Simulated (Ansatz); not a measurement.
# AsH₂F (triplet): wave-function methods side by side, cc-pVDZ

The task here is to estimate one member of a computed series from the others.

Method: cc-pVDZ, core rule «outside noble gas», up to 15 orbitals frozen; program: Ansatz 0.2.0, Gaussian basis.

Plan: UHF; CCSD(T) on ROHF; CCSD(T) on UHF; BCCD(T) on ROHF; CISD; CCSDT(Q) on ROHF; CCSDT(Q) on UHF.

27 further runs of the same task are left out: 10 for a known fault of the program, 8 that didn't finish, 9 set aside as unsound or not needed.

## The system

The geometry is a PBE0/def2-TZVP stationary point (not a proven minimum) of the parent state, kept for this charge and spin. No spin-orbit coupling is included. The filled d shell of As may be among the frozen orbitals whatever the setting's name suggests; the logs give the count.

4 atoms, charge 0, spin multiplicity 3.

Atoms are counted from 1 here; the program's logs count them from 0.

Bond lengths: F1–As2 1.753 Å, As2–H3 1.531 Å, As2–H4 1.531 Å. Angles: F1–As2–H3 95.5°, F1–As2–H4 95.5°, H3–As2–H4 90.8°.

The first run:

The input, in.yaml:

```yaml
crystal:
  periodic: [false, false, false]
  atoms:
    - {symbol: F, position_ang: [-0.051694, 0.000000, 1.407864]}
    - {symbol: As, position_ang: [0.040417, 0.000000, -0.342367]}
    - {symbol: H, position_ang: [-1.014957, -1.090185, -0.543926]}
    - {symbol: H, position_ang: [-1.014945, 1.090196, -0.543925]}
basis:
  gaussian: {orbitals: cc-pVDZ}
magnetization: {spin_polarized: true, initial_magnetization: 2}
hamiltonian: {xc: hf}
output: {orbitals: {seedname: orbitals}}
```

On the command line:

```console
ansatz run in.yaml --threads 1 --pin off --events-out ev --progress --plain --max-ram 2393MiB
```

Among the steps run: UHF; CCSD(T) on ROHF; CCSD(T) on UHF; BCCD(T) on ROHF; CISD; CCSDT(Q) on ROHF; CCSDT(Q) on UHF.

One of the session's tables, all rows but one given; the rest of the session is left out.

It belongs to the step «Misses and costs». 

```
   method  from UCCSDT(Q) (meV)
     ROHF               +8874.7
      UHF               +8748.7
     RMP2                +802.6
     UMP2                +819.6
    RCCSD                +242.5
    UCCSD                +234.0
 RCCSD(T)                 +51.7
 UCCSD(T)                 +48.0
  BCCD(T)                 +48.0
   RCCSDT                     ?
   UCCSDT                 +20.4
RCCSDT(Q)                 +10.2
UCCSDT(Q)                     0
```

Estimate the missing values for RCCSDT.

The run gave: from UCCSDT(Q) (meV): +25.6. In the column «from UCCSDT(Q) (meV)» it lies between UCCSDT (+20.4) and UCCSD(T) (+48.0).

Not comparable, so not listed: CISD (they don't share determinant, frozen orbitals or solution with the rows shown, or repeat one).

Limits of these values: Restricted and unrestricted rows rest on different reference determinants; where their highest levels disagree by more than a few hundredths of an eV, they describe different states and don't form one ladder.
